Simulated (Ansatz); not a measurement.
**C8H12Ge: up Jacob's ladder to CCSD(T)**

One table from this session's results is given with a row withheld; the runs are named, their logs left out.

Computed with Ansatz 0.2.0, Gaussian basis. Level: functionals in def2-TZVPP, the program's frozen cores in correlated methods.

Plan: LDA (SPW92), PBE-D4, revPBE-D4, BLYP-D4, r2SCAN-D4, B97M-V, PBE0-D4, B3LYP-D4, r2SCANh-D4, r2SCAN0-D4, HSE06-D4, BHLYP-D4, CAM-B3LYP-D4, LC-ωPBE, ωB97X-V, ωB97M-V, B2PLYP, PBE-QIDH; CCSD(T)/def2-SVP; CCSD(T)/def2-TZVPP; MP2/def2-QZVPP; extrapolation to the limit; RPA on PBE.

## Structure used throughout

The geometry comes from an earlier relaxation with PBE0-D4 in a triple-zeta def2 set; it is a stationary point, not always the lowest conformer.

SMILES `C=[CH][Ge]([CH]=C)([CH]=C)[CH]=C`, 21 atoms, charge 0, spin multiplicity 1.

Atoms are counted from 1 here; the program's logs count them from 0.

Bond lengths: C1–C2 1.328 Å, C1–H10 1.087 Å, C1–H11 1.087 Å, C2–Ge3 1.943 Å, C2–H12 1.088 Å, Ge3–C4 1.944 Å, Ge3–C6 1.946 Å, Ge3–C8 1.945 Å, C4–C5 1.328 Å, C4–H13 1.089 Å, C5–H14 1.087 Å, C5–H15 1.087 Å, C6–C7 1.328 Å, C6–H16 1.088 Å, C7–H17 1.087 Å, C7–H18 1.087 Å, C8–C9 1.328 Å, C8–H19 1.089 Å and more. Angles: C2–C1–H10 122.1°, C2–C1–H11 121.7°, H10–C1–H11 116.2°, C1–C2–Ge3 122.8°, C1–C2–H12 118.7°, Ge3–C2–H12 118.4°, C2–Ge3–C4 109.7°, C2–Ge3–C6 109.4°, C2–Ge3–C8 109.4°, C4–Ge3–C6 109.8°, C4–Ge3–C8 109.7°, C6–Ge3–C8 108.8°, Ge3–C4–C5 123.6°, Ge3–C4–H13 117.9°, C5–C4–H13 118.5°, C4–C5–H14 121.9°, C4–C5–H15 122.1°, H14–C5–H15 116.0° and more.

Set-up of the first run:

File in.yaml:

```yaml
crystal:
  periodic: [false, false, false]
  atoms:
    - {symbol: C, position_ang: [-1.414439, 2.000386, -0.839197]}
    - {symbol: C, position_ang: [-0.171779, 1.551009, -0.706389]}
    - {symbol: Ge, position_ang: [0.256800, -0.099398, 0.225376]}
    - {symbol: C, position_ang: [1.778347, 0.188003, 1.401061]}
    - {symbol: C, position_ang: [2.292861, 1.385260, 1.656244]}
    - {symbol: C, position_ang: [-1.283157, -0.673934, 1.266838]}
    - {symbol: C, position_ang: [-2.061366, -1.688408, 0.908054]}
    - {symbol: C, position_ang: [0.685451, -1.481658, -1.074179]}
    - {symbol: C, position_ang: [0.390659, -1.375530, -2.364604]}
    - {symbol: H, position_ang: [-1.642872, 2.913863, -1.382490]}
    - {symbol: H, position_ang: [-2.261754, 1.471538, -0.410665]}
    - {symbol: H, position_ang: [0.640273, 2.115589, -1.160695]}
    - {symbol: H, position_ang: [2.226349, -0.682965, 1.876806]}
    - {symbol: H, position_ang: [1.886876, 2.291269, 1.214588]}
    - {symbol: H, position_ang: [3.143414, 1.518259, 2.319954]}
    - {symbol: H, position_ang: [-1.512002, -0.131934, 2.182626]}
    - {symbol: H, position_ang: [-2.920957, -1.993858, 1.499438]}
    - {symbol: H, position_ang: [-1.872192, -2.260011, 0.003250]}
    - {symbol: H, position_ang: [1.188132, -2.381742, -0.724468]}
    - {symbol: H, position_ang: [0.636523, -2.156940, -3.079229]}
    - {symbol: H, position_ang: [-0.109766, -0.497999, -2.765417]}
basis:
  gaussian: {orbitals: def2-TZVPP}
hamiltonian: {xc: lda}
output: {orbitals: {seedname: orbitals}}
```

Launch:

```sh
$ ansatz run in.yaml --threads 4 --pin off --events-out ev --progress --plain --max-ram 63488MiB --backend cuda --devices 0, --max-vram 37GiB
```

Steps of the session up to this table: LDA; PBE-D4 (GGA); revPBE-D4 (GGA); BLYP-D4 (GGA); r2SCAN-D4 (meta-GGA); B97M-V (meta-GGA); B3LYP-D4 (hybrid); r2SCANh-D4 (hybrid); r2SCAN0-D4 (hybrid); HSE06-D4 (hybrid); BHLYP-D4 (hybrid); CAM-B3LYP-D4 (range-separated); LC-ωPBE (range-separated); ωB97X-V (range-separated); ωB97M-V (range-separated); B2PLYP (double hybrid); PBE-QIDH (double hybrid).

One of the session's tables, all rows but one given; the rest of the session is left out.

It belongs to the step «Frontier levels by functional». 

| functional | HOMO (eV) | gap (eV) |
| --- | --- | --- |
| LDA (SPW92) | -6.61 | 4.89 |
| PBE-D4 | -6.46 | 4.98 |
| revPBE-D4 | -6.39 | 5.02 |
| BLYP-D4 | -6.30 | 4.98 |
| r2SCAN-D4 | -6.67 | 5.38 |
| B97M-V | -6.69 | 5.47 |
| PBE0-D4 | -7.59 | 7.09 |
| B3LYP-D4 | ? | ? |
| r2SCANh-D4 | -7.09 | 6.17 |
| r2SCAN0-D4 | -7.73 | 7.34 |
| HSE06-D4 | -7.19 | 6.31 |
| BHLYP-D4 | -8.57 | 9.15 |
| CAM-B3LYP-D4 | -8.90 | 9.54 |
| LC-ωPBE | -10.26 | 12.05 |
| ωB97X-V | -9.90 | 11.59 |
| ωB97M-V | -9.79 | 11.35 |

Estimate the missing values for B3LYP-D4.

Worked estimate for «HOMO (eV)». Against the share of exact exchange, BLYP-D4 (0, -6.30), BHLYP-D4 (0.5, -8.57) give a slope of -4.54 per unit share; at 0.2 the line stands at -7.21.

The run gave: HOMO (eV): -7.37; gap (eV): 6.66. In «HOMO (eV)» the line misses by +0.16.
